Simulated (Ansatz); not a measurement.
# GeZr: the cost of one run

Method: def2-TZVPP, core rule «outside noble gas», up to 18 orbitals frozen; program: Ansatz 0.2.0, Gaussian basis.

To be run: UHF; CCSD(T) on ROHF; CCSD(T) on UHF; CCSDT(Q) on ROHF; CCSDT(Q) on UHF.

9 further runs of the same task are left out: 6 for a known fault of the program, 3 set aside as unsound or not needed.

## 1. What is computed

The geometry is a PBE0/def2-TZVP stationary point (not a proven minimum) of the parent state, kept for this charge and spin. No spin-orbit coupling is included. Elements past krypton take def2 core potentials. The filled d shell of Ge may be among the frozen orbitals whatever the setting's name suggests; the logs give the count.

2 atoms, charge 1, spin multiplicity 6.

Atoms are counted from 1 here; the program's logs count them from 0.

Bond lengths: Zr1–Ge2 2.619 Å.

## 2. UHF

Input file in.yaml:

```yaml
crystal:
  periodic: [false, false, false]
  atoms:
    - {symbol: Zr, position_ang: [0.000000, 0.000000, 0.000000]}
    - {symbol: Ge, position_ang: [0.000000, 0.000000, 2.619000]}
basis:
  gaussian: {orbitals: def2-TZVPP}
total_charge: 1
magnetization: {spin_polarized: true, initial_magnetization: 5}
hamiltonian: {xc: hf}
output: {orbitals: {seedname: orbitals}}
```

The run is started by

```bash
> ansatz run in.yaml --threads 1 --pin off --events-out ev --progress --plain --max-ram 2560MiB --backend cpu
```

**Question.** How long does this run take on 1 thread of AMD EPYC 7R13, shared host, and how much memory does it need?

About 16 s, with a peak of 0.33 GiB.
